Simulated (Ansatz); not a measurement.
**HgP (zincblende): equation of state**

An exercise on one series of results from a longer session: the logs are not shown, and one member is left open.

Computed with Ansatz 0.2.0 (DFT r²SCAN, scalar-relativistic, plane waves, PAW, unless a step's input says otherwise).

2 further runs of the same task are left out: 2 that didn't finish. Runs told in other sessions of the task aren't counted.

## The starting structure

The structure is cubic, space group F-43m (No. 216). The conventional cell has a = 5.823 Å, b = 5.823 Å, c = 5.823 Å, α = 90.00°, β = 90.00°, γ = 90.00°. Hg (site symmetry -43m) is surrounded by 4 P at 2.52 Å. P (site symmetry -43m) is surrounded by 4 Hg at 2.52 Å.

As a file:

```xyz
2
Lattice="0.0000 2.9115 2.9115 2.9115 0.0000 2.9115 2.9115 2.9115 0.0000" Properties=species:S:1:pos:R:3 pbc="T T T"
Hg    0.0000    0.0000    0.0000
P     1.4558    1.4558    1.4558
```

An earlier run at r²SCAN left this cell at 24.681 Å³/atom and 0.01 GPa (10×10×10 mesh).

Volume factors to run: 0.980, 1.020, 0.960, 1.040, 1.070.

Set-up of the first run:

Contents of input.yaml:

```yaml
crystal:
  lattice:
    - [0.0, 2.8920043369, 2.8920043369]
    - [2.8920043369, 0.0, 2.8920043369]
    - [2.8920043369, 2.8920043369, 0.0]
  atoms:
    - { symbol: Hg, position: [0.0, 0.0, 0.0] }
    - { symbol: P, position: [0.25, 0.25, 0.25] }
basis:
  ecutwfc: 500
  ecutrho_ratio: 4
kpoints:
  mp_grid: { grid: [10, 10, 10] }
hamiltonian:
  xc: r2scan
scf:
  occupations: { method: gaussian, width: 0.05 }
output:
  forces: true
  stress: true
  eigenvalues: true
```

Run with:

```bash
ansatz run input.yaml --threads 2 --pin off --max-ram 2662MiB --backend cpu --events-out ev --progress --plain --runs-dir out
```

Steps of the session up to this table: Scaling the volume by 0.980; Volume × 1.020; Scaling the volume by 0.960; Volume × 1.040; At 1.070 of the relaxed volume.

One of the session's tables, all rows but one given; the rest of the session is left out.

It belongs to the step «Energy and pressure against volume». 

```
volume (Å³/atom)  energy (meV/atom)  pressure (GPa)
          23.694               8.63            2.92
          24.188               2.08            1.38
          24.681               0.00            0.01
          25.175               1.88           -1.20
          25.669                  ?               ?
          26.409              21.08           -3.65
```

**Question.** Estimate the row for volume (Å³/atom) = 25.669.

Worked estimate for «energy (meV/atom)». A straight line through the neighbours (25.175, 1.88) and (26.409, 21.08) gives 1.88 + (21.08 − 1.88) × (25.669 − 25.175) / (26.409 − 25.175) = 9.57; a parabola fitted to 3 rows on both sides gives 7.08.

As computed: energy (meV/atom): 7.27; pressure (GPa): -2.27. In «energy (meV/atom)» the line misses by +2.30 and the parabola by -0.19.
